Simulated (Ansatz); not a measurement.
# GaH₃S₂: how energies converge with the basis set

The task here is to estimate one member of a computed series from the others.

The runs use Ansatz 0.2.0, Gaussian basis; one geometry, several basis sets.

The runs, in order: PBE0-D4/def2-SVP; ωB97M-V/def2-SVP; PBE0-D4/def2-QZVPP; ωB97M-V/def2-QZVPP; the functionals' def2-TZVPP values are taken from earlier runs.

## The relaxed structure

The geometry comes from an earlier relaxation with PBE0-D4 in a triple-zeta def2 set; it is a stationary point.

6 atoms, charge 0, spin multiplicity 1.

Atoms are counted from 1 here; the program's logs count them from 0.

Bond lengths: S1–Ga2 2.198 Å, S1–H4 1.343 Å, Ga2–S3 2.198 Å, Ga2–H5 1.553 Å, S3–H6 1.343 Å. Angles: Ga2–S1–H4 95.2°, S1–Ga2–S3 120.4°, S1–Ga2–H5 119.8°, S3–Ga2–H5 119.8°, Ga2–S3–H6 95.2°.

Set-up of the first run:

Contents of in.yaml:

```yaml
crystal:
  periodic: [false, false, false]
  atoms:
    - {symbol: S, position_ang: [-1.552039, -1.066645, -0.380949]}
    - {symbol: Ga, position_ang: [0.321644, -0.007383, -0.825287]}
    - {symbol: S, position_ang: [1.411312, 1.043522, 0.767944]}
    - {symbol: H, position_ang: [-1.557799, -0.762601, 0.926938]}
    - {symbol: H, position_ang: [0.879533, -0.001492, -2.274891]}
    - {symbol: H, position_ang: [0.539449, 0.730600, 1.740043]}
basis:
  gaussian: {orbitals: def2-SVP}
hamiltonian: {xc: pbe0, dispersion: d4}
output: {orbitals: {seedname: orbitals}}
```

Started as:

```console
$ ansatz run in.yaml --threads 2 --pin off --events-out ev --progress --plain --max-ram 32768MiB --backend cpu
```

Among the steps run: PBE0-D4 in def2-SVP; ωB97M-V in def2-SVP; PBE0-D4 in def2-QZVPP; ωB97M-V in def2-QZVPP.

One table of the session follows, with a row left open; its other results are not shown here.

It belongs to the step «Density functionals: the series». 

| functional | basis | HOMO (eV) |
| --- | --- | --- |
| PBE0-D4 | def2-SVP | -7.47 |
| PBE0-D4 | def2-TZVPP | -7.59 |
| PBE0-D4 | def2-QZVPP | -7.61 |
| ωB97M-V | def2-SVP | -9.57 |
| ωB97M-V | def2-TZVPP | ? |
| ωB97M-V | def2-QZVPP | -9.76 |

Estimate the missing values for ωB97M-V, def2-TZVPP.

As computed: HOMO (eV): -9.74. In the column «HOMO (eV)» it lies between ωB97M-V, def2-QZVPP (-9.76) and ωB97M-V, def2-SVP (-9.57).
